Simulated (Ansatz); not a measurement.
# CH6GaNO: the cost of one run

Program: Ansatz 0.2.0, Gaussian basis. Level of theory: the settings change from run to run. These are calculated values, not measurements.

## Step 1: The molecule

The structure was relaxed beforehand with PBE0-D4 in a triple-zeta def2 set.

SMILES `NC[O][GaH2]`, 10 atoms, charge 0, spin multiplicity 1.

Atoms are counted from 1 here; the program's logs count them from 0.

Bond lengths: N1–C2 1.428 Å, N1–H5 1.012 Å, N1–H6 1.012 Å, C2–O3 1.414 Å, C2–H7 1.098 Å, C2–H8 1.095 Å, O3–Ga4 1.784 Å, Ga4–H9 1.555 Å, Ga4–H10 1.565 Å. Angles: C2–N1–H5 110.5°, C2–N1–H6 111.1°, H5–N1–H6 107.7°, N1–C2–O3 114.0°, N1–C2–H7 108.1°, N1–C2–H8 108.0°, O3–C2–H7 111.0°, O3–C2–H8 107.7°, H7–C2–H8 107.9°, C2–O3–Ga4 123.9°, O3–Ga4–H9 114.3°, O3–Ga4–H10 115.9°, H9–Ga4–H10 129.8°.

## Step 2: PBE-QIDH/cc-pVTZ

This run has unrestricted orbitals, high accuracy.

in.yaml

```yaml
crystal:
  periodic: [false, false, false]
  atoms:
    - {symbol: N, position_ang: [-0.794926, 1.508867, -0.712440]}
    - {symbol: C, position_ang: [0.086631, 0.388885, -0.796590]}
    - {symbol: O, position_ang: [-0.348021, -0.741906, -0.066852]}
    - {symbol: Ga, position_ang: [0.599469, -1.512804, 1.233538]}
    - {symbol: H, position_ang: [-1.724031, 1.253004, -1.022777]}
    - {symbol: H, position_ang: [-0.870213, 1.841611, 0.240771]}
    - {symbol: H, position_ang: [1.082057, 0.712471, -0.463436]}
    - {symbol: H, position_ang: [0.162178, 0.096044, -1.849437]}
    - {symbol: H, position_ang: [-0.081735, -2.757573, 1.870117]}
    - {symbol: H, position_ang: [1.971692, -0.839699, 1.570008]}
basis:
  gaussian: {orbitals: cc-pVTZ}
magnetization: {spin_polarized: true, initial_magnetization: 0}
hamiltonian: {xc: {name: PBE-QIDH}}
accuracy: high
```

Launch:

```bash
> ansatz run in.yaml --threads 4 --pin off --events-out ev --progress --plain --max-ram 10444MiB
```

**Question.** How long does this run take on 4 threads of Arm Neoverse V2, shared host, and how much memory does it need?

About 16 s, with a peak of 1.6 GiB.
